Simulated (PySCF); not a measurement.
# C2H3BBrN: NMR shifts and electronic excitations at several levels of theory, part 2 of 2

PySCF 2.14.0. Atoms count from 0.

## 9. TDDFT and polarisability: HF/def2-SVPD

The job: settings as JSON, then the geometry in Å.

```
{"job": {"kind": "uv", "xc": "HF", "basis": "def2-SVPD", "ip": true}, "charge": 0, "multiplicity": 1}
C      2.164142     0.538967     0.107557
C      0.959611     0.415392    -0.011438
B     -0.553908     0.268818    -0.162436
N     -1.214865    -0.920744     0.112669
Br    -1.589978     1.792876    -0.757150
H      3.228090     0.657402     0.211398
H     -0.723793    -1.746925     0.429109
H     -2.216259    -1.026576     0.018226
```

With the program's defaults for keys left out, this is: TDDFT HF/def2-SVPD, vertical, gas phase, core orbitals frozen in the response.

The program printed:

```text
final grid: 73808 points
cycle   1  E = -2728.5880660120  dE = -2.761e-01  |g| = 3.986e-01  |ddm| = 5.233e+00
cycle   2  E = -2728.6456591159  dE = -5.759e-02  |g| = 1.278e-01  |ddm| = 1.318e+00
cycle   3  E = -2728.6508880560  dE = -5.229e-03  |g| = 4.913e-02  |ddm| = 5.257e-01
cycle   4  E = -2728.6516605834  dE = -7.725e-04  |g| = 9.067e-03  |ddm| = 2.136e-01
cycle   5  E = -2728.6516956200  dE = -3.504e-05  |g| = 3.694e-03  |ddm| = 4.422e-02
cycle   6  E = -2728.6517026508  dE = -7.031e-06  |g| = 1.751e-03  |ddm| = 1.031e-02
cycle   7  E = -2728.6517050524  dE = -2.402e-06  |g| = 8.312e-04  |ddm| = 4.252e-03
cycle   8  E = -2728.6517059474  dE = -8.950e-07  |g| = 3.734e-04  |ddm| = 2.682e-03
cycle   9  E = -2728.6517062071  dE = -2.597e-07  |g| = 1.667e-04  |ddm| = 1.424e-03
cycle  10  E = -2728.6517062649  dE = -5.782e-08  |g| = 4.951e-05  |ddm| = 8.385e-04
cycle  11  E = -2728.6517062687  dE = -3.785e-09  |g| = 1.364e-05  |ddm| = 2.540e-04
cycle  12  E = -2728.6517062688  dE = -1.428e-10  |g| = 4.702e-06  |ddm| = 4.947e-05
converged SCF energy = -2728.6517062688

Static polarisability (au): isotropic 63.091, principal 45.471 62.230 81.573

Singlet excitations
state   eV       nm        f      main configurations
  1   5.0880    243.7   0.00003   H->L+1 0.54, H-3->L+1 0.26
  2   5.8603    211.6   0.01948   H-1->L+1 0.42, H-2->L+1 0.11, H->L+7 0.10
  3   6.1913    200.3   0.00008   H-1->L+7 0.32, H-1->L+8 0.16
  4   7.8900    157.1   0.00043   H-3->L+1 0.56, H->L+1 0.32
  5   8.0196    154.6   0.14936   H-2->L+1 0.73, H-1->L+1 0.14
  6   8.1639    151.9   0.00730   H-2->L 0.69
  7   8.2572    150.2   0.06275   H->L 0.64, H-3->L+2 0.11
  8   8.4142    147.4   0.00246   H-1->L 0.50, H-2->L+2 0.21
  9   8.4677    146.4   0.10806   H->L+2 0.36, H-3->L 0.17
 10   8.6242    143.8   0.03096   H-1->L+2 0.18, H-2->L+2 0.15, H-2->L+7 0.14

Triplet excitations (Tamm-Dancoff, eV): 4.0611 4.7766 5.0474 5.9746
Vertical ionisation energy (delta-SCF) = 9.5595 eV
```

Wall time 26 s (1 thread of Arm Neoverse V1, shared host); peak memory 0.62 GiB.

Frontier orbitals and where they lie:

```csv
orbital,eV,atoms
HOMO−3,-11.52,"Br4 50 %, C0 18 %, C1 18 %"
HOMO−2,-11.13,"Br4 46 %, N3 25 %, B2 9 %"
HOMO−1,-11.05,"C1 32 %, C0 30 %, Br4 28 %"
HOMO,-10.80,"Br4 42 %, C1 26 %, C0 26 %"
LUMO,1.72,"B2 62 %, Br4 14 %, H6 7 %"
LUMO+1,2.46,"B2 25 %, C1 23 %, C0 21 %"
LUMO+2,2.59,"Br4 80 %, C0 6 %, B2 4 %"
```

With each of the 10 states as a Gaussian band of 0.4 eV half-width at 1/e, the curve within the window shown has maxima at 212 nm (ε 790), 151 nm (ε 11,000) L/(mol cm). Beyond the last state computed it falls off for lack of states. The curve at chosen wavelengths:

```tsv
nm	ε (L/mol/cm)
139	2125
144	7050
150	10996
155	9277
161	3842
166	1013
172	107
177	11
183	5
188	28
194	136
199	335
205	633
210	780
216	724
221	537
227	295
232	152
238	58
243	23
249	7
254	3
260	1
265	1
271	0
276	0
```

Ground-state properties from the same run:

```
           property  computed
  dipole moment (D)      2.73
polarisability (Å³)      9.35
 HOMO–LUMO gap (eV)     12.52
      −ε(HOMO) (eV)     10.80
```

## 10. Excited states and response: LDA/def2-SVPD

Settings changed since step 9:

```diff
@@ -1,2 +1,2 @@
-{"job": {"kind": "uv", "xc": "HF", "basis": "def2-SVPD", "ip": true}, "charge": 0, "multiplicity": 1}
+{"job": {"kind": "uv", "xc": "LDA", "basis": "def2-SVPD", "ip": true}, "charge": 0, "multiplicity": 1}
 C      2.164142     0.538967     0.107557
```

Level: TDDFT LDA/def2-SVPD, vertical, gas phase, core orbitals frozen in the response.

The program printed:

```text
coarse grid: 35408 points
cycle   1  E = -2726.3398867356  dE = -6.382e-01  |g| = 5.448e-01  |ddm| = 9.179e+00
cycle   2  E = -2726.2018970854  dE =  1.380e-01  |g| = 8.991e-01  |ddm| = 1.874e+00
cycle   3  E = -2726.3707922748  dE = -1.689e-01  |g| = 3.660e-01  |ddm| = 1.412e+00
cycle   4  E = -2726.4065597173  dE = -3.577e-02  |g| = 9.644e-02  |ddm| = 4.884e-01
cycle   5  E = -2726.4086027542  dE = -2.043e-03  |g| = 3.873e-02  |ddm| = 1.310e-01
cycle   6  E = -2726.4089866899  dE = -3.839e-04  |g| = 7.617e-03  |ddm| = 5.967e-02
cycle   7  E = -2726.4090004162  dE = -1.373e-05  |g| = 2.937e-03  |ddm| = 1.694e-02
cycle   8  E = -2726.4090024946  dE = -2.078e-06  |g| = 4.995e-04  |ddm| = 4.907e-03
final grid: 73808 points
cycle   9  E = -2726.4089712998  dE =  4.734e-07  |g| = 1.419e-03  |ddm| = 6.769e-03
cycle  10  E = -2726.4089655412  dE =  5.759e-06  |g| = 4.817e-03  |ddm| = 6.667e-03
cycle  11  E = -2726.4089717986  dE = -6.257e-06  |g| = 4.718e-04  |ddm| = 5.104e-03
cycle  12  E = -2726.4089718591  dE = -6.050e-08  |g| = 2.897e-05  |ddm| = 6.221e-04
cycle  13  E = -2726.4089718593  dE = -2.210e-10  |g| = 1.247e-05  |ddm| = 4.224e-05
converged SCF energy = -2726.4089718593

Static polarisability (au): isotropic 70.947, principal 48.495 71.013 93.333

Singlet excitations
state   eV       nm        f      main configurations
  1   4.6703    265.5   0.00008   H->L 1.00
  2   5.2302    237.1   0.06624   H-1->L 0.77, H-2->L 0.17
  3   5.2435    236.5   0.00011   H-3->L 0.99
  4   5.6752    218.5   0.07117   H-2->L 0.57, H->L+1 0.18, H-1->L 0.18
  5   6.0836    203.8   0.00153   H-1->L+1 1.00
  6   6.2331    198.9   0.07743   H->L+1 0.57, H-3->L+1 0.32
  7   6.3468    195.3   0.00006   H-2->L+1 0.99
  8   6.4550    192.1   0.02767   H->L+2 0.96
  9   6.6099    187.6   0.00288   H-1->L+2 0.99
 10   6.8094    182.1   0.00087   H-2->L+2 1.00

Triplet excitations (Tamm-Dancoff, eV): 4.4690 4.5198 4.6412 5.0587
Vertical ionisation energy (delta-SCF) = 10.2675 eV
Vertical electron affinity (delta-SCF) = -0.4834 eV
```

Run time: 65 s. Hardware: 1 thread of Arm Neoverse V1, shared host; peak memory 0.53 GiB.

Key values: HOMO -6.88 eV, LUMO -2.27 eV; lowest singlet 4.67 eV.

## 11. Excited states and response: PBE/def2-SVPD

Settings changed since step 10:

```diff
@@ -1,2 +1,2 @@
-{"job": {"kind": "uv", "xc": "LDA", "basis": "def2-SVPD", "ip": true}, "charge": 0, "multiplicity": 1}
+{"job": {"kind": "uv", "xc": "PBE", "basis": "def2-SVPD", "ip": true}, "charge": 0, "multiplicity": 1}
 C      2.164142     0.538967     0.107557
```

With the program's defaults for keys left out, this is: TDDFT PBE/def2-SVPD, vertical, gas phase, core orbitals frozen in the response.

The program printed:

```text
coarse grid: 35408 points
cycle   1  E = -2730.7347181557  dE = -6.219e-01  |g| = 5.232e-01  |ddm| = 8.216e+00
cycle   2  E = -2730.6054747463  dE =  1.292e-01  |g| = 8.656e-01  |ddm| = 1.695e+00
cycle   3  E = -2730.7680236353  dE = -1.625e-01  |g| = 3.384e-01  |ddm| = 1.192e+00
cycle   4  E = -2730.7990953157  dE = -3.107e-02  |g| = 8.445e-02  |ddm| = 4.289e-01
cycle   5  E = -2730.8006528219  dE = -1.558e-03  |g| = 3.574e-02  |ddm| = 1.188e-01
cycle   6  E = -2730.8009829501  dE = -3.301e-04  |g| = 6.626e-03  |ddm| = 5.156e-02
cycle   7  E = -2730.8009937715  dE = -1.082e-05  |g| = 2.667e-03  |ddm| = 1.483e-02
cycle   8  E = -2730.8009954080  dE = -1.636e-06  |g| = 4.338e-04  |ddm| = 4.308e-03
final grid: 73808 points
cycle   9  E = -2730.8009550280  dE =  3.201e-07  |g| = 1.194e-03  |ddm| = 8.142e-03
cycle  10  E = -2730.8009511432  dE =  3.885e-06  |g| = 3.956e-03  |ddm| = 5.166e-03
cycle  11  E = -2730.8009553800  dE = -4.237e-06  |g| = 4.106e-04  |ddm| = 3.950e-03
cycle  12  E = -2730.8009554253  dE = -4.532e-08  |g| = 2.645e-05  |ddm| = 5.315e-04
cycle  13  E = -2730.8009554255  dE = -1.946e-10  |g| = 1.065e-05  |ddm| = 3.554e-05
converged SCF energy = -2730.8009554255

Static polarisability (au): isotropic 70.644, principal 48.209 70.734 92.989

Singlet excitations
state   eV       nm        f      main configurations
  1   4.7359    261.8   0.00009   H->L 1.00
  2   5.2828    234.7   0.00162   H-3->L 0.97
  3   5.2865    234.5   0.06400   H-1->L 0.69, H-2->L 0.22
  4   5.6689    218.7   0.06815   H-2->L 0.52, H-1->L 0.23, H->L+1 0.17
  5   6.1212    202.5   0.00129   H-1->L+1 1.00
  6   6.2504    198.4   0.03666   H->L+1 0.48, H->L+2 0.24, H-3->L+1 0.21
  7   6.3353    195.7   0.00003   H-2->L+1 0.98
  8   6.3638    194.8   0.06144   H->L+2 0.73, H-3->L+1 0.15, H->L+1 0.10
  9   6.4930    191.0   0.00281   H-1->L+2 0.99
 10   6.6741    185.8   0.00124   H-2->L+2 1.00

Triplet excitations (Tamm-Dancoff, eV): 4.3518 4.5116 4.6464 5.0408
Vertical ionisation energy (delta-SCF) = 9.7307 eV
Vertical electron affinity (delta-SCF) = -0.6323 eV
```

Run time: 80 s. Hardware: 1 thread of Arm Neoverse V1, shared host; peak memory 0.52 GiB.

In short: HOMO -6.72 eV, LUMO -2.03 eV; lowest singlet 4.74 eV.

## 12. Run by run: NMR shifts

Shifts (ppm), means over like atoms, with basis size and wall time:

```
             run     C0    C1    H6    H5    B2     N3  Br4  functions   time
     PBE0/6-31G*   92.3  77.8  3.65  2.73  28.1   97.1   76         94  8.2 s
   PBE0/def2-SVP   95.9  81.5  3.93  2.71  30.6  104.7  142        103  8.4 s
  PBE0/def2-TZVP  101.5  88.0  3.95  2.86  30.3  113.2  176        190   21 s
    PBE0/cc-pVDZ   95.8  81.8  3.89  2.79  30.5  106.8  152         98  9.1 s
    PBE0/cc-pVTZ  101.4  87.9  4.13  2.79  28.9  114.0  191        205   24 s
PBE0/aug-cc-pVDZ   93.6  81.3  4.19  2.94  28.7  104.0  195        155   16 s
   PBE0/pcSseg-0  111.0  92.9  3.75  3.08  31.5  116.0   79         67  5.5 s
```

## 13. Run by run: electronic excitations

Excitations and ground-state properties, with basis size and wall time:

| run | lowest singlet (eV) | brightest (eV) | f | gap (eV) | α (Å³) | μ (D) | functions | time |
| --- | --- | --- | --- | --- | --- | --- | --- | --- |
| HF/def2-SVPD | 5.09 | 8.02 | 0.149 | 12.52 | 9.35 | 2.73 | 145 | 26 s |
| LDA/def2-SVPD | 4.67 | 6.23 | 0.077 | 4.61 | 10.51 | 2.61 | 145 | 65 s |
| PBE/def2-SVPD | 4.74 | 5.67 | 0.068 | 4.69 | 10.47 | 2.58 | 145 | 80 s |

## 14. Results

The summary covers parts 1 to 2.

```
                                                            quantity                        value
                                ¹³C shifts against TMS (PBE0/6-31G*)               92.3, 77.8 ppm
¹H shifts against TMS (PBE0/6-31G*, means over atoms taken as alike)               3.65, 2.73 ppm
                           ¹¹B shifts against BF3·OEt2 (PBE0/6-31G*)                     28.1 ppm
                                ¹⁵N shifts against NH3 (PBE0/6-31G*)                     97.1 ppm
                               ⁷⁹Br shifts against HBr (PBE0/6-31G*)                       76 ppm
                                       lowest singlet (HF/def2-SVPD)  5.09 eV (244 nm), f = 0.000
                            brightest single state of those computed  state 5, 8.02 eV, f = 0.149
                                                      lowest triplet                      4.06 eV
                                   vertical ionisation energy (ΔSCF)                      9.56 eV
                                           range of the shift of Br4                76 to 195 ppm
                                         range of the lowest singlet              4.67 to 5.09 eV
```

In words: Single values in the summary come from the first sound run of each kind (PBE0/6-31G*; HF/def2-SVPD), which need not be the best level. At PBE0/6-31G*: Shielding is most anisotropic at Br4 (span 737 ppm, paramagnetic term -617 ppm). The first singlet state (HOMO→LUMO+1 0.54, HOMO−3→LUMO+1 0.26) lies at 5.09 eV and is dark; of the 10 states computed, the strongest absorption comes from state 5 at 8.02 eV. The lowest triplet lies 1.03 eV below the lowest singlet (triplets in Tamm-Dancoff, singlets in full TDDFT). ΔSCF puts the ionisation energy at 9.56 eV, 1.24 eV below −ε(HOMO). In this run the hole sits in HOMO−1, not in the HOMO; of the holes tried it gave the lowest energy. In ppm, Br4 moves most: its shift spreads over 119 ppm, from 76 (PBE0/6-31G*) to 195 (PBE0/aug-cc-pVDZ). Part of that comes from the computed reference. The lowest singlet runs from 4.67 eV (LDA/def2-SVPD) to 5.09 eV (HF/def2-SVPD), while the orbital gap spans 4.61 to 12.52 eV: the excitation energy moves far less from run to run than the orbital gap does. The lowest state need not be the same one in every run. The runs solved for a few states only, so the brightest column depends on that window. Spin-orbit coupling is left out, which matters for shieldings and couplings at and beside the heavy atoms.
